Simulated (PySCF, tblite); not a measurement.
**C8H15P: geometry, infrared bands and NMR shifts**

What infrared bands and NMR shifts should C8H15P (`CCC1=C(C)CP(C)C1`) show?

Computed with tblite 0.8.0 and PySCF 2.14.0, with density-fitted response routines of our own, on a single molecule in the gas phase. Atoms count from 0, in the outputs and in this text.

## 1. The starting structure

24 atoms, charge 0, multiplicity 1; geometry from: force field or distance geometry start.

Bonds of the start (Å): C0–C1 1.50, C1–C2 1.55, C2–C3 1.28, C3–C4 1.51, C3–C5 1.49, C5–P6 1.89, P6–C7 1.83, P6–C8 1.86, C8–C2 1.47, C0–H9 1.11, C0–H10 1.10, C0–H11 1.12, C1–H12 1.08, C1–H13 1.12, C4–H14 1.10, C4–H15 1.10, C4–H16 1.11, C5–H17 1.11, C5–H18 1.10, C7–H19 1.12, C7–H20 1.12, C7–H21 1.10, C8–H22 1.10, C8–H23 1.11.

## 2. Relaxing the molecule with GFN2-xTB

Job settings and geometry (Å):

```
{"job": {"kind": "relax", "xc": "GFN2-xTB", "basis": "xTB"}, "charge": 0, "multiplicity": 1}
C     -2.777800    -0.762400     0.269300
C     -2.044100    -0.005600    -0.790900
C     -0.532600     0.017800    -0.447500
C      0.084500     1.127100    -0.277200
C     -0.559400     2.492700    -0.344200
C      1.538000     1.003500     0.019500
P      1.887800    -0.668400    -0.793500
C      3.255000    -1.593300    -0.007400
C      0.191400    -1.256200    -0.318500
H     -3.085800    -1.757100    -0.122200
H     -2.183000    -0.892800     1.186700
H     -3.696800    -0.186800     0.540900
H     -2.446300     0.984200    -0.973000
H     -2.114000    -0.590700    -1.742700
H     -1.560500     2.464500     0.109000
H     -0.670900     2.730600    -1.413500
H      0.059900     3.237600     0.192900
H      1.746900     0.825200     1.095100
H      2.133100     1.811500    -0.436900
H      4.116000    -0.895200     0.171600
H      3.671300    -2.325000    -0.753600
H      2.994200    -2.102700     0.934200
H     -0.182100    -2.033200    -0.993800
H      0.163500    -1.605700     0.736600
```

Run with:

```console
OMP_NUM_THREADS=1 python probes_run.py task.json out
```

The driver reads the jobs from task.json and runs them one after another.

**Question.** This job is followed by: GFN2-xTB harmonic vibrations, gas phase; GIAO PBE0/pcSseg-1 NMR shielding, non-relativistic, gas phase. What will the session give for the following? strongest single infrared mode (GFN2-xTB); zero-point energy (GFN2-xTB); 13C shifts against TMS (PBE0/pcSseg-1); 1H shifts against TMS (PBE0/pcSseg-1, means over atoms taken as alike); 31P shifts against H3PO4 (PBE0/pcSseg-1).

As calculated:

```
                                                              quantity                                                 value
                             strongest single infrared mode (GFN2-xTB)                                  3030 cm⁻¹, 53 km/mol
                                          zero-point energy (GFN2-xTB)                                        130.0 kcal/mol
                                13C shifts against TMS (PBE0/pcSseg-1)  143.1, 136.7, 44.6, 43.3, 27.4, 19.0, 15.2, 13.8 ppm
1H shifts against TMS (PBE0/pcSseg-1, means over atoms taken as alike)                2.42, 2.29, 2.21, 1.84, 1.01, 0.81 ppm
                              31P shifts against H3PO4 (PBE0/pcSseg-1)                                             -53.0 ppm
```

Relaxing lowered the energy by 1.160 eV in 151 steps; the close pair that moved most is C1–C2, from 1.550 to 1.500 Å. All 66 modes are real, so the xTB geometry is a minimum. Unscaled tight-binding wavenumbers are off by several per cent, some by more. Its intensities can rank the bands wrongly.
